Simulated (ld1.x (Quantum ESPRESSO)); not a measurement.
# A TM potential for Ga, from input to tests

Task: generate the file, and judge it by its errors in other configurations, its logarithmic derivatives, its ghosts and its cutoff.

The numbers are computed with ld1.x (Quantum ESPRESSO) 7.5 (PBE, scalar-relativistic, spin-unpolarised reference atom).

## Step 1: The design

The settings as typed:

* element: gallium (Ga, Z = 31)
* type: norm-conserving Troullier–Martins (Kleinman–Bylander form)
* frozen core: [Ar]
* valence charge: 13
* reference configuration: 3d10 4s2 4p1
* partial waves: 4p (bound): rc 2.85 bohr; 3d (bound): rc 1.10 bohr; 4s (bound): rc 1.90 bohr
* local potential: the s channel
* core correction: not asked for

The outer shells as boxes (Hund's rule for the drawing; the calculation is spin-unpolarised):

```
[Ar] core
3d [↑↓][↑↓][↑↓][↑↓][↑↓]
4s [↑↓]
4p [↑ ][  ][  ]
```

An earlier all-electron run gives the scale for the radii.

All-electron outer shells of the reference configuration (PBE, scalar-relativistic, ld1.x):

```
shell  level (eV)  outermost node (bohr)  outermost maximum (bohr)
   3s     -148.13                   0.27                      0.56
   3p      -98.86                   0.24                      0.56
   3d      -19.15                      –                      0.53
   4s       -8.95                   0.81                      1.90
   4p       -2.58                   0.87                      2.53
```

## Step 2: The generation run

Input file Ga.in:

```
 &input
   title='Ga', zed=31., rel=1, dft='PBE', iswitch=3,
   config='[Ar] 3d10 4s2 4p1',
   nld=3, rlderiv=3.10, eminld=-3.0, emaxld=5.0, deld=0.02
 /
 &inputp
   pseudotype=2, tm=.true., lloc=0,
   nlcc=.false.,
   file_pseudopw='Ga.UPF', file_wfcaegen='ae.wfc', file_wfcncgen='nc.wfc', file_beta='beta', file_chi='chi'
 /
3
4P  2  1   1.00   0.00  2.85  2.85  0.0
3D  3  2  10.00   0.00  1.10  1.10  0.0
4S  1  0   2.00   0.00  1.90  1.90  0.0
 &test
   configts(1)='3d10 4s2 4p1'
 /
```

Run with:

```
$ ld1.x < Ga.in > Ga.out
```

What the program wrote to Ga.out (without the banner and most projector matrices):

```text
     Program LD1 v.7.5
     --------------------------- All-electron run ----------------------------

     Ga
     scalar relativistic calculation

     atomic number is 31.00
     dft =PBE   lsd =0 sic =0 latt =0  beta=0.20 tr2=1.0E-14
     Exchange-correlation= PBE
                           (   1   4   3   4   0   0   0)
     mesh =1205 r(mesh) = 101.09016 a.u. xmin = -7.00 dx = 0.01250
     1 Ry =  13.60569312 eV, c = 137.03599908

     n l     nl                  e(Ry)          e(Ha)          e(eV)
     1 0     1S 1( 2.00)      -751.8885      -375.9443    -10229.9645
     2 0     2S 1( 2.00)       -92.7792       -46.3896     -1262.3250
     2 1     2P 1( 6.00)       -80.7630       -40.3815     -1098.8366
     3 0     3S 1( 2.00)       -10.8870        -5.4435      -148.1258
     3 1     3P 1( 6.00)        -7.2660        -3.6330       -98.8592
     3 2     3D 1(10.00)        -1.4078        -0.7039       -19.1544
     4 0     4S 1( 2.00)        -0.6577        -0.3288        -8.9483
     4 1     4P 1( 1.00)        -0.1896        -0.0948        -2.5791

     final scf error:  1.8E-15 reached in  28 iterations

     Etot =   -3887.879138 Ry,   -1943.939569 Ha,  -52897.290452 eV

     Ekin =    3953.977613 Ry,    1976.988806 Ha,   53796.606017 eV
     Encl =   -9369.232565 Ry,   -4684.616282 Ha, -127474.903073 eV
     Eh   =    1678.315257 Ry,     839.157629 Ha,   22834.642352 eV
     Exc  =    -150.939443 Ry,     -75.469722 Ha,   -2053.635748 eV

     normalization and overlap integrals

     s(1S/1S) =  1.000000  <r> =   0.0486  <r2> =    0.0032  r(max) =   0.0319
     s(2S/2S) =  1.000000  <r> =   0.2178  <r2> =    0.0560  r(max) =   0.1833
     s(2P/2P) =  1.000000  <r> =   0.1907  <r2> =    0.0446  r(max) =   0.1464
     s(3S/3S) =  1.000000  <r> =   0.6518  <r2> =    0.4906  r(max) =   0.5647
     s(3P/3P) =  1.000000  <r> =   0.6791  <r2> =    0.5442  r(max) =   0.5647
     s(3D/3D) =  1.000000  <r> =   0.8106  <r2> =    0.8629  r(max) =   0.5305
     s(4S/4S) =  1.000000  <r> =   2.3423  <r2> =    6.3902  r(max) =   1.8984
     s(4P/4P) =  1.000000  <r> =   3.4262  <r2> =   14.2371  r(max) =   2.5307

     ------------------------ End of All-electron run ------------------------

     --------------------- Generating NC pseudopotential ---------------------

      Generating local pot.: lloc=0, matching radius rcloc =   1.9000

      Wfc   4P  rcut= 2.832  Using Troullier-Martins method

      Wfc   3D  rcut= 1.095  Using Troullier-Martins method

     ------------------- End of pseudopotential generation -------------------

     [... the all-electron block is printed once more ...]


     Computing logarithmic derivative in   3.11050
     Computing logarithmic derivative in   3.11050
     Computing the partial wave expansion
       no projector for channel:   0
     R is outside the sphere for l=    1 j= 0.00
     R is outside the sphere for l=    2 j= 0.00

     ---------------------- Testing the pseudopotential ----------------------

     Ga
     scalar relativistic calculation

     atomic number is 31.00   valence charge is 13.00
     dft =PBE   lsd =0 sic =0 latt =0  beta=0.20 tr2=1.0E-14
     mesh =1205 r(mesh) = 101.09016 xmin = -7.00 dx = 0.01250

     n l     nl             e AE (Ry)        e PS (Ry)    De AE-PS (Ry)
     3 2     3D   1(10.00)       -1.40782       -1.40784        0.00002
     1 0     4S   1( 2.00)       -0.65769       -0.65769        0.00000
     2 1     4P   1( 1.00)       -0.18956       -0.18956        0.00000

     eps = 8.1E-15  iter = 19

     Etot =   -3887.879138 Ry,   -1943.939569 Ha,  -52897.290452 eV
     Etotps =  -151.017356 Ry,     -75.508678 Ha,   -2054.695804 eV

     Ekin =     210.982424 Ry,     105.491212 Ha,    2870.562115 eV
     Encl =    -238.315006 Ry,    -119.157503 Ha,   -3242.440836 eV
     Ehrt =     141.514060 Ry,      70.757030 Ha,    1925.396880 eV
     Ecxc =     -20.457144 Ry,     -10.228572 Ha,    -278.333628 eV
     Epseu=    -244.741690 Ry,    -122.370845 Ha,   -3329.880334 eV

     ---------------------- End of pseudopotential test ----------------------
```

Wall time 1.2 s (1 thread of Neoverse-V2, shared host). This counts the later configuration tests of the new file too.

All-electron and pseudo partial waves u(r) = r·R(r), from the program's wave files:

| r (bohr) | 4p AE | 4p PS | 3d AE | 3d PS |
| --- | --- | --- | --- | --- |
| 0.143 | 0.1114 | 0.0048 | 0.2917 | 0.0931 |
| 0.285 | -0.0720 | 0.0190 | 0.7897 | 0.5336 |
| 0.428 | -0.1953 | 0.0422 | 1.0515 | 1.0446 |
| 0.570 | -0.1919 | 0.0734 | 1.0926 | 1.2076 |
| 0.713 | -0.1146 | 0.1122 | 1.0191 | 1.0865 |
| 0.855 | -0.0104 | 0.1565 | 0.9040 | 0.9171 |
| 0.998 | 0.0971 | 0.2057 | 0.7812 | 0.7814 |
| 1.140 | 0.1951 | 0.2572 | 0.6668 | 0.6668 |
| 1.283 | 0.2809 | 0.3098 | 0.5645 | 0.5645 |
| 1.425 | 0.3523 | 0.3607 | 0.4766 | 0.4766 |
| 1.568 | 0.4111 | 0.4088 | 0.4012 | 0.4012 |
| 1.710 | 0.4577 | 0.4514 | 0.3379 | 0.3379 |
| 1.853 | 0.4941 | 0.4877 | 0.2842 | 0.2842 |
| 1.995 | 0.5210 | 0.5164 | 0.2393 | 0.2393 |
| 2.138 | 0.5401 | 0.5375 | 0.2012 | 0.2012 |
| 2.280 | 0.5523 | 0.5512 | 0.1695 | 0.1695 |
| 2.423 | 0.5587 | 0.5584 | 0.1426 | 0.1426 |
| 2.565 | 0.5601 | 0.5601 | 0.1200 | 0.1200 |
| 2.708 | 0.5574 | 0.5574 | 0.1010 | 0.1010 |
| 2.850 | 0.5513 | 0.5513 | 0.0851 | 0.0851 |
| 2.992 | 0.5424 | 0.5424 | 0.0717 | 0.0717 |
| 3.135 | 0.5313 | 0.5313 | 0.0603 | 0.0603 |
| 3.278 | 0.5183 | 0.5183 | 0.0507 | 0.0507 |
| 3.420 | 0.5041 | 0.5041 | 0.0427 | 0.0427 |
| 3.563 | 0.4888 | 0.4888 | 0.0359 | 0.0359 |
| 3.705 | 0.4729 | 0.4729 | 0.0303 | 0.0303 |

## Step 3: Transferability test

Input file Ga.test.in:

```
 &input
   title='Ga', zed=31., rel=1, dft='PBE', iswitch=2,
   config='[Ar] 3d10 4s2 4p1'
 /
 &test
   file_pseudo='Ga.UPF', nconf=8,
   configts(1)='3d10 4s2 4p1',
   configts(2)='3d10 4s2 4p0',
   configts(3)='3d10 4s1 4p0',
   configts(4)='3d10 4s0 4p0',
   configts(5)='3d10 4s1 4p2',
   configts(6)='3d9 4s2 4p2',
   configts(7)='3d10 4s1 4p1',
   configts(8)='3d10 4s0 4p3'
 /
```

Run with:

```
$ ld1.x < Ga.test.in > Ga.test.out
```

Ga.test.out, the pseudopotential blocks, each with the warnings that came before it:

```text
     ---------------------- Testing the pseudopotential ----------------------

     Ga
     scalar relativistic calculation

     atomic number is 31.00   valence charge is 13.00
     dft =PBE   lsd =0 sic =0 latt =0  beta=0.20 tr2=1.0E-14
     mesh =1205 r(mesh) = 101.09016 xmin = -7.00 dx = 0.01250

     n l     nl             e AE (Ry)        e PS (Ry)    De AE-PS (Ry)
     3 2     3D   1(10.00)       -1.40782       -1.40784        0.00002
     1 0     4S   1( 2.00)       -0.65769       -0.65769        0.00000
     2 1     4P   1( 1.00)       -0.18956       -0.18956        0.00000

     eps = 7.8E-15  iter = 24

     Etot =   -3887.879138 Ry,   -1943.939569 Ha,  -52897.290452 eV
     Etotps =  -151.017356 Ry,     -75.508678 Ha,   -2054.695802 eV

     Ekin =     210.982424 Ry,     105.491212 Ha,    2870.562114 eV
     Encl =    -238.315006 Ry,    -119.157503 Ha,   -3242.440835 eV
     Ehrt =     141.514060 Ry,      70.757030 Ha,    1925.396878 eV
     Ecxc =     -20.457144 Ry,     -10.228572 Ha,    -278.333627 eV
     Epseu=    -244.741690 Ry,    -122.370845 Ha,   -3329.880331 eV

     ---------------------- End of pseudopotential test ----------------------

     ---------------------- Testing the pseudopotential ----------------------

     Ga
     [...]
     n l     nl             e AE (Ry)        e PS (Ry)    De AE-PS (Ry)
     3 2     3D   1(10.00)       -2.01549       -2.01274       -0.00275
     1 0     4S   1( 2.00)       -1.20034       -1.20044        0.00010
     2 1     4P   1( 0.00)       -0.66647       -0.66656        0.00009

     eps = 8.4E-15  iter = 17

     Etot =   -3887.461073 Ry,   -1943.730537 Ha,  -52891.602393 eV
     Etotps =  -150.599223 Ry,     -75.299612 Ha,   -2049.006816 eV
     dEtot_ae =       0.418065 Ry
     dEtot_ps =       0.418133 Ry,   Delta E=      -0.000068 Ry

     [...]
     ---------------------- End of pseudopotential test ----------------------

     ---------------------- Testing the pseudopotential ----------------------

     Ga
     [...]
     n l     nl             e AE (Ry)        e PS (Ry)    De AE-PS (Ry)
     3 2     3D   1(10.00)       -2.89274       -2.88310       -0.00964  !
     1 0     4S   1( 1.00)       -1.91606       -1.91390       -0.00216
     2 1     4P   1( 0.00)       -1.30377       -1.30315       -0.00062

     eps = 4.7E-15  iter = 19

     Etot =   -3885.908206 Ry,   -1942.954103 Ha,  -52870.474558 eV
     Etotps =  -149.046934 Ry,     -74.523467 Ha,   -2027.886852 eV
     dEtot_ae =       1.970932 Ry
     dEtot_ps =       1.970422 Ry,   Delta E=       0.000510 Ry

     [...]
     ---------------------- End of pseudopotential test ----------------------

     ---------------------- Testing the pseudopotential ----------------------

     Ga
     [...]
     n l     nl             e AE (Ry)        e PS (Ry)    De AE-PS (Ry)
     3 2     3D   1(10.00)       -3.85756       -3.83940       -0.01816  !
     1 0     4S   1( 0.00)       -2.68834       -2.67958       -0.00876  !
     2 1     4P   1( 0.00)       -1.99942       -1.99478       -0.00464

     eps = 1.0E-15  iter =  7

     Etot =   -3883.609747 Ry,   -1941.804873 Ha,  -52839.202424 eV
     Etotps =  -146.753448 Ry,     -73.376724 Ha,   -1996.682376 eV
     dEtot_ae =       4.269391 Ry
     dEtot_ps =       4.263908 Ry,   Delta E=       0.005483 Ry

     [...]
     ---------------------- End of pseudopotential test ----------------------

     ---------------------- Testing the pseudopotential ----------------------

     Ga
     [...]
     n l     nl             e AE (Ry)        e PS (Ry)    De AE-PS (Ry)
     3 2     3D   1(10.00)       -1.54605       -1.54413       -0.00193
     1 0     4S   1( 1.00)       -0.73819       -0.73737       -0.00082
     2 1     4P   1( 2.00)       -0.24611       -0.24610       -0.00001

     eps = 9.2E-15  iter = 23

     Etot =   -3887.398627 Ry,   -1943.699314 Ha,  -52890.752772 eV
     Etotps =  -150.537188 Ry,     -75.268594 Ha,   -2048.162787 eV
     dEtot_ae =       0.480511 Ry
     dEtot_ps =       0.480168 Ry,   Delta E=       0.000343 Ry

     [...]
     ---------------------- End of pseudopotential test ----------------------

     Warning: n=3, l=2 expected 0 nodes, found 1
     ---------------------- Testing the pseudopotential ----------------------

     Ga
     [...]
     n l     nl             e AE (Ry)        e PS (Ry)    De AE-PS (Ry)
     3 2     3D   1( 9.00)       -2.06260       -2.15457        0.09197  !
     1 0     4S   1( 2.00)       -0.83426       -0.83264       -0.00161
     2 1     4P   1( 2.00)       -0.28571       -0.28387       -0.00184

     eps = 8.7E-15  iter = 20

     Etot =   -3886.386008 Ry,   -1943.193004 Ha,  -52876.975387 eV
     Etotps =  -149.479726 Ry,     -74.739863 Ha,   -2033.775282 eV
     dEtot_ae =       1.493130 Ry
     dEtot_ps =       1.537630 Ry,   Delta E=      -0.044500 Ry

     [...]
     ---------------------- End of pseudopotential test ----------------------

     ---------------------- Testing the pseudopotential ----------------------

     Ga
     [...]
     n l     nl             e AE (Ry)        e PS (Ry)    De AE-PS (Ry)
     3 2     3D   1(10.00)       -2.14975       -2.14516       -0.00459
     1 0     4S   1( 1.00)       -1.28054       -1.27945       -0.00109
     2 1     4P   1( 1.00)       -0.73071       -0.73059       -0.00012

     eps = 2.8E-15  iter = 25

     Etot =   -3886.919219 Ry,   -1943.459609 Ha,  -52884.230082 eV
     Etotps =  -150.057787 Ry,     -75.028893 Ha,   -2041.640201 eV
     dEtot_ae =       0.959920 Ry
     dEtot_ps =       0.959569 Ry,   Delta E=       0.000351 Ry

     [...]
     ---------------------- End of pseudopotential test ----------------------

     ---------------------- Testing the pseudopotential ----------------------

     Ga
     [...]
     n l     nl             e AE (Ry)        e PS (Ry)    De AE-PS (Ry)
     3 2     3D   1(10.00)       -1.67078       -1.66737       -0.00341
     1 0     4S   1( 0.00)       -0.80735       -0.80541       -0.00194
     2 1     4P   1( 3.00)       -0.29537       -0.29523       -0.00014

     eps = 5.4E-15  iter = 12

     Etot =   -3886.896388 Ry,   -1943.448194 Ha,  -52883.919461 eV
     Etotps =  -150.036199 Ry,     -75.018099 Ha,   -2041.346477 eV
     dEtot_ae =       0.982750 Ry
     dEtot_ps =       0.981157 Ry,   Delta E=       0.001593 Ry

     [...]
     ---------------------- End of pseudopotential test ----------------------
```

Excitation and ionisation energies from 3d10 4s2 4p1, with the error of the potential. A star marks tests that logged a warning.

```csv
valence configuration,charge,ΔE all-electron (eV),error AE − PS (meV)
3d10 4s2 4p0,+1,5.688,-0.9
3d10 4s1 4p0,+2,26.816,+6.9
3d10 4s0 4p0,+3,58.088,+75
3d10 4s1 4p2,0,6.538,+4.7
3d9 4s2 4p2 *,0,20.315,-605
3d10 4s1 4p1,+1,13.060,+4.8
3d10 4s0 4p3,0,13.371,+22
```

## Step 4: Does it scatter like the atom?

Taken from the files of the generation run. The phase is arctan(r·u′/u) with u = r·R, unwrapped, with energies in Ry. A pole is an energy at which the radial function vanishes at the test radius. The pseudo phase is shifted by a multiple of π to meet the all-electron one at the reference energy. Levels narrower than the energy grid can be missing from the poles. The last column is the largest difference on the grid between −1 and +1 Ry.

| channel | radius (bohr) | reference (Ry) | poles AE | poles PS | window around the reference with phases within 0.05 rad (Ry) | largest difference near zero (rad) |
| --- | --- | --- | --- | --- | --- | --- |
| s | 3.11 | -0.66 | -0.16, 4.69 | -0.16, 4.32 | below 1.5 | 0.007 |
| p | 3.11 | -0.19 | 0.72 | 0.71 | the whole range | 0.001 |
| d | 3.11 | -1.41 | -1.40, 2.28 | -1.40, 2.60 | below 0.3 | 0.231 |

Phases (rad) along the scan:

| E (Ry) | d AE | d PS | s AE | s PS |
| --- | --- | --- | --- | --- |
| -3.00 | 1.389 | 1.389 | 1.358 | 1.358 |
| -2.52 | 1.373 | 1.373 | 1.329 | 1.329 |
| -2.04 | 1.350 | 1.350 | 1.282 | 1.282 |
| -1.56 | 1.299 | 1.299 | 1.187 | 1.186 |
| -1.08 | -1.834 | -1.833 | 0.822 | 0.821 |
| -0.60 | -1.904 | -1.901 | -1.169 | -1.169 |
| -0.12 | -2.026 | -2.016 | -1.587 | -1.588 |
| 0.36 | -2.361 | -2.308 | -1.721 | -1.724 |
| 0.84 | -3.589 | -3.358 | -1.842 | -1.849 |
| 1.32 | -4.388 | -4.290 | -2.050 | -2.078 |
| 1.80 | -4.607 | -4.550 | -2.725 | -2.894 |
| 2.28 | -4.713 | -4.663 | -4.010 | -4.127 |
| 2.76 | -4.790 | -4.733 | -4.413 | -4.460 |
| 3.24 | -4.872 | -4.791 | -4.554 | -4.585 |
| 3.72 | -5.004 | -4.853 | -4.627 | -4.654 |
| 4.20 | -5.386 | -4.938 | -4.675 | -4.702 |
| 4.68 | -6.892 | -5.106 | -4.712 | -4.743 |

## Step 5: Plane-wave convergence, by spherical Bessel functions

A separate test, outside the generator: the pseudo-atom's Hamiltonian at the reference potential is diagonalised in spherical Bessel functions j_l(qr) that vanish at 20 bohr, with q² up to the cutoff.

All-electron valence levels (Ry): 4p -0.1896, 3d -1.4078, 4s -0.6577. The lowest levels of each channel (Ry) by cutoff; the last column sums, over occupied levels, occupation times the distance from the level at 400 Ry. A positive value at high cutoff is not a bound level.

| cutoff (Ry) | p #1 | d #1 | s #1 | f #1 | Σ f·Δε (mRy) |
| --- | --- | --- | --- | --- | --- |
| 8 | -0.1887 | 0.0472 | -0.6335 | 0.1018 | 14599.6 |
| 15 | -0.1895 | 0.0472 | -0.6534 | 0.1018 | 14558.7 |
| 25 | -0.1895 | 0.0472 | -0.6552 | 0.1018 | 14555.2 |
| 40 | -0.1896 | 0.0471 | -0.6575 | 0.1018 | 14549.5 |
| 55 | -0.1896 | 0.0468 | -0.6576 | 0.1018 | 14546.2 |
| 90 | -0.1896 | -0.3159 | -0.6577 | 0.1018 | 10919.0 |
| 120 | -0.1896 | -1.1074 | -0.6577 | 0.1018 | 3003.5 |
| 180 | -0.1896 | -1.4017 | -0.6577 | 0.1018 | 61.3 |
| 230 | -0.1896 | -1.4073 | -0.6577 | 0.1018 | 4.6 |
| 260 | -0.1896 | -1.4074 | -0.6577 | 0.1018 | 4.4 |
| 400 | -0.1896 | -1.4078 | -0.6577 | 0.1018 | 0.0 |

The sum stays within 10 mRy from 230 Ry and within 1 mRy only somewhere over 300 Ry. The sum leaves out empty levels, which can need more. Ghost test: no level below the all-electron spectrum of its channel (p, d, s, f tested).

## Step 6: Results

```
                                                quantity                                                   value
               cutoffs for 10 and 1 mRy, occupied levels                                  230 Ry and over 300 Ry
                                            bound ghosts                                              none found
                            largest test error (AE − PS)  -605 meV, for 3d9 4s2 4p2 (this test logged a warning)
largest phase difference near zero energy, channels read                                               0.231 rad
```

**Reading.** The worst unpolarised test, 3d9 4s2 4p2, is off by 605 meV on 20.3 eV; by total energies transferability rates as poor. By its cutoff, 230 Ry for the looser tolerance, it is very hard. The tighter tolerance needs over 300 Ry, and converged work needs a cutoff nearer that. The slowest occupied level is 3d: taken alone it needs 230 Ry to come within 1 mRy, against 35 Ry for 4s. No bound ghost shows below the valence levels. Near zero energy the largest phase difference among the channels read is 0.23 rad, in the d channel. These are tests on the free atom; a crystal test is still owed.
